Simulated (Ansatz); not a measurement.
# CH5NOSiSn: the cost of one run

Program: Ansatz 0.2.0. Level of theory: RKS PBE0-D4/def2-SVP. These are calculated values, not measurements.

### 1 The structure to begin with

Bond lengths: O1–Si2 1.651 Å, Si2–N3 1.680 Å, Si2–C4 1.709 Å, N3–C4 1.480 Å, C4–Sn5 2.081 Å, O1–H6 1.024 Å, Si2–H7 1.480 Å, Sn5–H8 1.721 Å, Sn5–H9 1.751 Å, Sn5–H10 1.754 Å. Angles (14 of 17 angles, heavy atoms first): O1–Si2–N3 108.6°, O1–Si2–C4 114.3°, N3–Si2–C4 51.8°, Si2–N3–C4 65.1°, Si2–C4–N3 63.1°, Si2–C4–Sn5 150.2°, N3–C4–Sn5 146.3°, O1–Si2–H7 120.5°, N3–Si2–H7 108.9°, C4–Si2–H7 125.2°, Si2–O1–H6 107.8°, C4–Sn5–H8 111.9°, C4–Sn5–H9 107.3°, C4–Sn5–H10 106.9°.

Coordinates:

```xyz
10

O    -1.7312    1.7840    0.5005
Si   -0.7305    0.6816    1.2132
N    -1.2587   -0.8610    0.8084
C    -0.0193   -0.4280    0.1250
Sn    1.4040   -0.8759   -1.3262
H    -2.5886    1.8361    1.0588
H    -0.4722    0.7333    2.6699
H     0.6839   -1.1882   -2.8576
H     2.3272   -2.2467   -0.7467
H     2.4685    0.5136   -1.4424
```

### 2 Relaxing end A

input.yaml

```yaml
crystal:
  periodic: [false, false, false]
  atoms:
    - { symbol: O, position_ang: [-1.7312, 1.784, 0.5005] }
    - { symbol: Si, position_ang: [-0.7305, 0.6816, 1.2132] }
    - { symbol: "N", position_ang: [-1.2587, -0.861, 0.8084] }
    - { symbol: C, position_ang: [-0.0193, -0.428, 0.125] }
    - { symbol: Sn, position_ang: [1.404, -0.8759, -1.3262] }
    - { symbol: H, position_ang: [-2.5886, 1.8361, 1.0588] }
    - { symbol: H, position_ang: [-0.4722, 0.7333, 2.6699] }
    - { symbol: H, position_ang: [0.6839, -1.1882, -2.8576] }
    - { symbol: H, position_ang: [2.3272, -2.2467, -0.7467] }
    - { symbol: H, position_ang: [2.4685, 0.5136, -1.4424] }
basis:
  gaussian: { orbitals: def2-SVP }
hamiltonian:
  xc: pbe0
  dispersion: d4
relax:
  f_tol: 0.015
  max_steps: 40
output:
  orbitals: {}
```

Command:

```
$ ansatz run input.yaml --threads 2 --pin off --max-ram 3072MiB --backend cpu --events-out ev --progress --plain --runs-dir out
```

Q: Estimate wall time and peak memory on 2 threads of Intel Xeon Platinum 8375C at 2.90GHz (Ice Lake), shared host.

About 44 s, with a peak of 0.29 GiB.
